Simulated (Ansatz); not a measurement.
**ClH₃NO₂Si radical: one species, many methods**

The task here is to estimate one member of a computed series from the others.

Computed with Ansatz 0.2.0, Gaussian basis. Level: functionals in def2-TZVPP, the program's frozen cores in correlated methods.

The runs, in order: LDA (SPW92), PBE-D4, revPBE-D4, BLYP-D4, r2SCAN-D4, B97M-V, PBE0-D4, B3LYP-D4, r2SCANh-D4, r2SCAN0-D4, HSE06-D4, BHLYP-D4, CAM-B3LYP-D4, LC-ωPBE, ωB97X-V, ωB97M-V, B2PLYP, PBE-QIDH; CCSD(T)/def2-SVP; CCSD(T)/def2-TZVPP; MP2/def2-QZVPP; extrapolation to the limit; RPA on PBE.

## Structure used throughout

All runs share one geometry, relaxed beforehand with PBE0-D4 in a triple-zeta def2 set.

SMILES `[NH][Si](O)(O)Cl`, 8 atoms, charge 0, spin multiplicity 2.

Atoms are counted from 1 here; the program's logs count them from 0.

Bond lengths: N1–Si2 1.731 Å, N1–H6 1.020 Å, Si2–O3 1.625 Å, Si2–O4 1.628 Å, Si2–Cl5 2.048 Å, O3–H7 0.958 Å, O4–H8 0.960 Å. Angles: Si2–N1–H6 116.3°, N1–Si2–O3 104.8°, N1–Si2–O4 107.9°, N1–Si2–Cl5 115.9°, O3–Si2–O4 114.7°, O3–Si2–Cl5 109.3°, O4–Si2–Cl5 104.5°, Si2–O3–H7 118.0°, Si2–O4–H8 116.6°.

Set-up of the first run:

File in.yaml:

```yaml
crystal:
  periodic: [false, false, false]
  atoms:
    - {symbol: N, position_ang: [-0.891349, 0.629033, 1.216841]}
    - {symbol: Si, position_ang: [0.027104, 0.060218, -0.135098]}
    - {symbol: O, position_ang: [1.543755, -0.091777, 0.427399]}
    - {symbol: O, position_ang: [-0.649648, -1.327170, -0.650891]}
    - {symbol: Cl, position_ang: [0.034508, 1.271469, -1.787080]}
    - {symbol: H, position_ang: [-1.437679, 1.476793, 1.067138]}
    - {symbol: H, position_ang: [2.262890, -0.069654, -0.205628]}
    - {symbol: H, position_ang: [-0.797481, -2.006012, 0.011418]}
basis:
  gaussian: {orbitals: def2-TZVPP}
magnetization: {spin_polarized: true, initial_magnetization: 1}
hamiltonian: {xc: lda}
output: {orbitals: {seedname: orbitals}}
```

On the command line:

```bash
> ansatz run in.yaml --threads 4 --pin off --events-out ev --progress --plain --max-ram 10444MiB
```

Among the steps run: LDA; PBE-D4 (GGA); revPBE-D4 (GGA); BLYP-D4 (GGA); r2SCAN-D4 (meta-GGA); B97M-V (meta-GGA); B3LYP-D4 (hybrid); r2SCANh-D4 (hybrid); r2SCAN0-D4 (hybrid); HSE06-D4 (hybrid); BHLYP-D4 (hybrid); CAM-B3LYP-D4 (range-separated); LC-ωPBE (range-separated); ωB97X-V (range-separated); ωB97M-V (range-separated); B2PLYP (double hybrid); PBE-QIDH (double hybrid).

One of the session's tables, all rows but one given; the rest of the session is left out.

It belongs to the step «Orbital energies across the functionals». 

```
  functional  HOMO (eV)  LUMO (eV)  gap (eV)
 LDA (SPW92)      -6.84      -5.76      1.09
      PBE-D4      -6.77      -5.12      1.65
   revPBE-D4      -6.72      -4.95      1.77
     BLYP-D4      -6.65      -5.09      1.56
   r2SCAN-D4      -7.14      -4.46      2.68
      B97M-V      -7.23      -4.56      2.67
     PBE0-D4      -8.32      -3.62      4.71
    B3LYP-D4      -8.07      -4.11      3.95
  r2SCANh-D4      -7.71      -3.94      3.77
  r2SCAN0-D4      -8.56      -3.15      5.41
    HSE06-D4          ?          ?         ?
    BHLYP-D4      -9.75      -2.18      7.57
CAM-B3LYP-D4      -9.78      -2.52      7.26
     LC-ωPBE     -11.23      -0.97     10.27
     ωB97X-V     -10.82      -1.45      9.37
     ωB97M-V     -10.66      -1.53      9.13
```

Q: Estimate the row for HSE06-D4 from the others.

**Answer.** HOMO (eV): -7.92; LUMO (eV): -4.02; gap (eV): 3.90. In the column «HOMO (eV)» it lies between B3LYP-D4 (-8.07) and r2SCANh-D4 (-7.71).
